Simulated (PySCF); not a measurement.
# HOTl (Tl(OH)): the cost of one run

Computed with PySCF 2.14.0. Level: PBE0, Tl def2-SVP with ECP60, O def2-SVP, H def2-SVP; scalar-relativistic core potentials, no spin–orbit coupling.

1 further run of the same task is left out (for a known fault of the program). Runs told in other sessions of the task aren't counted.

## 1. The system as given

3 atoms, charge 0, spin multiplicity 1.

Bond lengths: Tl1–O2 2.135 Å, O2–H3 0.964 Å. Angles: Tl1–O2–H3 122.0°.

As a file:

```xyz
3
charge 0, multiplicity 1
Tl    0.0976    0.0000    0.0191
O    -0.2393    0.0000    2.1269
H     0.4869    0.0000    2.7609
```

Formal oxidation states: Tl +1. An earlier session relaxed this geometry at PBE0, Tl def2-SVP with ECP60, O def2-SVP, H def2-SVP (singlet, point group Cs).

Its energy there is -248.214676 Eh.

## 2. Multiplicity 3 at the relaxed geometry

Contents of run.py (the lines that set the calculation):

```python
mol = gto.M(atom='''
Tl     0.09762     0.00000     0.01905
O     -0.23929     0.00000     2.12686
H      0.48690     0.00000     2.76092''',
    basis={'Tl': 'def2-SVP', 'O': 'def2-SVP', 'H': 'def2-SVP'},
    ecp={'Tl': 'def2-SVP'},
    charge=0, spin=2)
mf = dft.UKS(mol, xc='PBE0')
mf.grids.atom_grid = (50, 194)
mf = mf.density_fit()  # fitting sets: Tl def2-universal-JKFIT, O def2-universal-JKFIT, H def2-universal-JKFIT
mf.conv_tol = 1e-08; mf.max_cycle = 55
mf.kernel(dm0)  # dm0: free metal ions and neutral atoms
```

Launch:

```console
$ OMP_NUM_THREADS=2 python run.py
```

**Question.** How long does this run take on 2 threads of Arm Neoverse V1, shared host?

About 1 s.
